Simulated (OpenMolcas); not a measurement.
# Ir²⁺ among point charges: CASSCF and CASPT2 levels and susceptibility

Aim: the splitting of the states of Ir²⁺ in the field of 4 point charges, its lowest levels with spin-orbit coupling and its magnetic susceptibility.

The numbers are computed with OpenMolcas 26.06 (state-averaged CASSCF and CASPT2, spin-orbit coupling by RASSI with atomic mean-field integrals), except any that are marked as measured or tabulated.

### 1 The system

```
Species                           : Ir²⁺ (iridium, Z = 77, 75 electrons)
Basis                             : ANO-RCC-VDZP [7s6p4d2f], 59 functions
Scalar Hamiltonian                : DKH2, point nucleus
Inactive shells                   : 1s 2s 2p 3s 3p 3d 4s 4p 4d 4f 5s 5p
Active space                      : 7 electrons in 5 orbitals (5d)
Some configurations of this space : 5d⁷
Orbitals                          : optimised for each spin and parity, averaged over all roots
```

The outer shells:

5d7
```
5d [↑↓][↑↓][↑ ][↑ ][↑ ]
```

The ion sits among 4 point charges of -2.5 e arranged as a tetrahedron (Td), 1.93 Å from the ion.

The work runs as a chain of OpenMolcas steps in one folder; each step below is one input file. Labels, J, g values, rates, χT and fits are worked out afterwards by a script from the matrices that RASSI stores.

### 2 GATEWAY and SEWARD: basis and integrals

Input file a.inp:

```
&GATEWAY
Coord
1

Ir 0.0 0.0 0.0
Basis=ANO-RCC-VDZP
Group=NoSym
NoMove
AngMom=0.0 0.0 0.0
AMFI
XField
4 Angstrom 0
1.114286 1.114286 1.114286 -2.500000
1.114286 -1.114286 -1.114286 -2.500000
-1.114286 1.114286 -1.114286 -2.500000
-1.114286 -1.114286 1.114286 -2.500000
&SEWARD
```

Command:

```sh
$ OMP_NUM_THREADS=1 MOLCAS_MEM=1689 MOLCAS_PROJECT=a pymolcas a.inp > a.log
```

### 3 CASSCF: quartets, 10 roots

Input file a.inp:

```
&RASSCF
FileOrb=start.orb
Symmetry=1
Spin=4
nActEl=7 0 0
Inactive=34
Ras2=5
CIRoot=10 10 1
SDav=10
CIMx=300
Iter=120 100
PrWF=0.3
OrbListing=Nothing
MaxOrb=0
>>> COPY $Project.JobIph JOB001
```

start.orb holds the contracted functions of the basis, ordered by shell, or the orbitals of the step before.

### 4 CASSCF: doublets, 40 roots

Input file a.inp:

```
&RASSCF
FileOrb=start.orb
Symmetry=1
Spin=2
nActEl=7 0 0
Inactive=34
Ras2=5
CIRoot=40 40 1
SDav=40
CIMx=300
Iter=120 100
PrWF=0.3
OrbListing=Nothing
MaxOrb=0
>>> COPY $Project.JobIph JOB002
```

### 5 State interaction with spin-orbit coupling

Input file a.inp:

```
&RASSI
NrOfJobIphs=2 10 40
1 2 3 4 5 6 7 8 9 10
1 2 3 4 5 6 7 8 9 10 11 12 13 14 15 16 17 18 19 20 21 22 23 24 25 26 27
28 29 30 31 32 33 34 35 36 37 38 39 40
IphNames
JOB001
JOB002
EJob
SpinOrbit
DIPRint=1.0
SOCoupling=1000.0
Subsets=2
Property=9
'ANGMOM' 1 'ANGMOM' 2 'ANGMOM' 3 'MLTPL  1' 1 'MLTPL  1' 2 'MLTPL  1' 3
'AMFI' 1 'AMFI' 2 'AMFI' 3
SOProperty=3
'ANGMOM' 1 'ANGMOM' 2 'ANGMOM' 3
```

### 6 CASPT2: IPEA 0.25, imaginary shift 0.1 (closed shells correlated: 4f 5s 5p)

Input file a.inp:

```
>>> COPY JOB001 $Project.JobIph
&CASPT2
Multistate=10 1 2 3 4 5 6 7 8 9 10
NoMult
Frozen=23
IPEA=0.25
Imaginary=0.1
MaxIter=60
WThr=0.0 0.3 0.05
PrWF=0.5
NoMix
>>> COPY JOB002 $Project.JobIph
&CASPT2
Multistate=40 1 2 3 4 5 6 7 8 9 10 11 12 13 14 15 16 17 18 19 20 21 22
23 24 25 26 27 28 29 30 31 32 33 34 35 36 37 38 39 40
NoMult
Frozen=23
IPEA=0.25
Imaginary=0.1
MaxIter=60
WThr=0.0 0.3 0.05
PrWF=0.5
NoMix
```

(Steps that only read results are left out.)

Q: Predict the outcome of this session. Wanted: spin-free ground state; first state of the same spin within the active space; lowest level; next level.

The runs gave:

| quantity | value |
| --- | --- |
| method | SS-CASPT2, IPEA 0.25, imaginary shift 0.1 (closed shells correlated: 4f 5s 5p) |
| spin-free ground state | 4A2, 1-fold in its orbital part |
| first state of the same spin within the active space | 4T2 at 2030 cm⁻¹ |
| lowest level | 4-fold |
| next level | 1434.0 cm⁻¹ |
| χT at 300 K | 4.19 cm³ K/mol |
| effective moment at 300 K | 5.79 μB |

Cost by method:

| method | time of its own steps | time with the reference |
| --- | --- | --- |
| A. CASSCF | 12 s | 12 s |
| B. SS-CASPT2, IPEA 0.25, imaginary shift 0.1, +4f 5s 5p | 12 s | 24 s |

Times are of one thread on a shared host.

What this shows: The spin-free ground state (4A2) comes to 100 % from free-ion F terms and keeps the highest spin of the shell. χT at 300 K is 4.19, against 1.88 cm³ K/mol for the spin alone, so orbital moment adds to it. CASPT2 does not keep the components of a term degenerate, and the means are used. The field of point charges can differ much from that of real complexes. Point charges carry no covalency, so the field is a model and not that of real ligands.
